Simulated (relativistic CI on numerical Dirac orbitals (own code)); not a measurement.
# Zr³⁺: one ion under different settings

Aim: see what numerical and physical settings do to the SCF, the total energy and the lowest levels of Zr³⁺.

The numbers are computed with relativistic CI on numerical Dirac orbitals (own code) version 3 (Dirac-Coulomb-Breit CI, KLI orbitals optimised for each configuration, model QED (radiative potential, 1s self-energy scaled to tabulated hydrogen-like ionisation energies), numerical settings as typed), except any that are marked as measured or tabulated.

**1. What is computed**

```
ion            : Zr³⁺ (Zr IV)
nuclear charge : 40
electrons      : 37
isotope        : A = 90
```

**2. The usual input**

Input settings:

```ini
atom Zr  Z=40  charge=3  electrons=37
nucleus A=90  rms_radius_fm=4.2694
hamiltonian dirac-coulomb  breit=on  qed=on  c_scale=1
orbitals kli  potential=per-configuration
slater_scale 1
correlation none
mixing on
grid step=0.0125 r_max=50.3
scf mixing=0.4 start=green max_iterations=150 tolerance=2e-08 node_fill=0.05
configurations
  [Kr] 4d
  [Kr] 5s
end
```

On the command line:

```bash
> python run_levels.py task.json out
```

The settings of every run stand in task.json; they run in order.

**3. Nuclear radius 5.5502**

The settings differ from step 2 so:

```diff
@@ -1,3 +1,3 @@
 atom Zr  Z=40  charge=3  electrons=37
-nucleus A=90  rms_radius_fm=4.2694
+nucleus A=90  rms_radius_fm=5.5502
 hamiltonian dirac-coulomb  breit=on  qed=on  c_scale=1
```

**4. Iteration limit 30**

Input settings:

```ini
atom Zr  Z=40  charge=3  electrons=37
nucleus A=90  rms_radius_fm=4.2694
hamiltonian dirac-coulomb  breit=on  qed=on  c_scale=1
orbitals kli  potential=per-configuration
slater_scale 1
correlation none
mixing on
grid step=0.0125 r_max=50.3
scf mixing=0.4 start=green max_iterations=30 tolerance=2e-08 node_fill=0.05
configurations
  [Kr] 4d
  [Kr] 5s
end
```

**5. Breit term off**

Input settings:

```ini
atom Zr  Z=40  charge=3  electrons=37
nucleus A=90  rms_radius_fm=4.2694
hamiltonian dirac-coulomb  breit=off  qed=on  c_scale=1
orbitals kli  potential=per-configuration
slater_scale 1
correlation none
mixing on
grid step=0.0125 r_max=50.3
scf mixing=0.4 start=green max_iterations=150 tolerance=2e-08 node_fill=0.05
configurations
  [Kr] 4d
  [Kr] 5s
end
```

**6. Tolerance 0.3**

Input settings:

```ini
atom Zr  Z=40  charge=3  electrons=37
nucleus A=90  rms_radius_fm=4.2694
hamiltonian dirac-coulomb  breit=on  qed=on  c_scale=1
orbitals kli  potential=per-configuration
slater_scale 1
correlation none
mixing on
grid step=0.0125 r_max=50.3
scf mixing=0.4 start=green max_iterations=88 tolerance=0.3 node_fill=0.05
configurations
  [Kr] 4d
  [Kr] 5s
end
```

(Steps that only read results are left out.)

Before running it: what results should come out? Wanted: lowest level, usual settings; total energy; first excitation.

As calculated:

| setting | total energy less usual (Ha) | largest shift of a level among the lowest eight of both runs, same label and place (cm⁻¹) | SCF iterations | time | lowest level | kind of change |
| --- | --- | --- | --- | --- | --- | --- |
| usual | 0 | 0 | 22 | 0.085 s | 4d 2D3/2 | - |
| nuclear radius 5.5502 | 0.0267 | 1.65 | 22 | 0.086 s | 4d 2D3/2 | unphysical constant |
| iteration limit 30 | 0 | 0 | 22 | 0.086 s | 4d 2D3/2 | numerical |
| Breit term off | -2.05 | 102 | 22 | 0.081 s | 4d 2D3/2 | model term |
| tolerance 0.3 | 0.0436 | 733 | 6 | 0.059 s | 4d 2D3/2 | unsound |

| quantity | value |
| --- | --- |
| lowest level, usual settings | 4d 2D3/2 |
| total energy | -3592.2147 Ha |
| first excitation | 1112.7 cm⁻¹ |

What this shows: Among the runs whose levels can be followed, they move most under «tolerance 0.3» (unsound), by up to 733 cm⁻¹. No visible change in the result comes from «iteration limit 30». Only the listed configurations are in the model. Near neutrality, missing correlation can shift configurations against each other by thousands of cm⁻¹.
